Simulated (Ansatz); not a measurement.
# AsFH₄Sn: small, medium and large basis sets

Aim: see how fast density functionals converge with the basis set for AsFH₄Sn.

Computed with Ansatz 0.2.0, Gaussian basis. Level: one geometry, several basis sets.

Levels to be run: PBE0-D4/def2-SVP; ωB97M-V/def2-SVP; PBE0-D4/def2-QZVPP; ωB97M-V/def2-QZVPP; the functionals' def2-TZVPP values are taken from earlier runs.

### Step 1. The geometry

An earlier PBE0-D4 in a triple-zeta def2 set relaxation fixed the geometry. Sn takes the def2 core potential; no spin-orbit term is included.

7 atoms, charge 0, spin multiplicity 1.

Atoms are counted from 1 here; the program's logs count them from 0.

Bond lengths: F1–Sn2 1.931 Å, Sn2–As3 2.592 Å, Sn2–H4 1.707 Å, Sn2–H5 1.706 Å, As3–H6 1.523 Å, As3–H7 1.526 Å. Angles: F1–Sn2–As3 104.0°, F1–Sn2–H4 104.4°, F1–Sn2–H5 103.6°, As3–Sn2–H4 113.0°, As3–Sn2–H5 117.0°, H4–Sn2–H5 113.1°, Sn2–As3–H6 91.1°, Sn2–As3–H7 89.7°, H6–As3–H7 91.5°.

### Step 2. PBE0-D4 in def2-SVP

Input file in.yaml:

```yaml
crystal:
  periodic: [false, false, false]
  atoms:
    - {symbol: F, position_ang: [-2.369476, -0.090409, 0.350363]}
    - {symbol: Sn, position_ang: [-0.666129, -0.059670, -0.557664]}
    - {symbol: As, position_ang: [1.057335, -0.500453, 1.327047]}
    - {symbol: H, position_ang: [-0.762635, -1.337044, -1.685675]}
    - {symbol: H, position_ang: [-0.631783, 1.479959, -1.292542]}
    - {symbol: H, position_ang: [1.262676, 0.995153, 1.527506]}
    - {symbol: H, position_ang: [2.171212, -0.555635, 0.285165]}
basis:
  gaussian: {orbitals: def2-SVP}
hamiltonian: {xc: pbe0, dispersion: d4}
output: {orbitals: {seedname: orbitals}}
```

Started as:

```console
ansatz run in.yaml --threads 2 --pin off --events-out ev --progress --plain --max-ram 4352MiB
```

Further steps of the session: ωB97M-V in def2-SVP; PBE0-D4 in def2-QZVPP; ωB97M-V in def2-QZVPP.

Before running them: what should the planned runs give, taken together? Wanted: PBE0-D4: double and triple zeta above quadruple; ωB97M-V: double and triple zeta above quadruple.

The runs gave:

| quantity | value |
| --- | --- |
| PBE0-D4: double and triple zeta above quadruple | 12.96, 1.55 eV |
| ωB97M-V: double and triple zeta above quadruple | 13.03, 1.51 eV |

For PBE0-D4 the step from double to triple zeta gains 11.41 eV and the next only 1.55 eV. Total energies overstate the basis error of differences, where much of it tends to cancel. The LUMO of ωB97M-V is positive and keeps falling with the basis (1.13 to 0.57 eV): an unbound level that the basis holds in place.
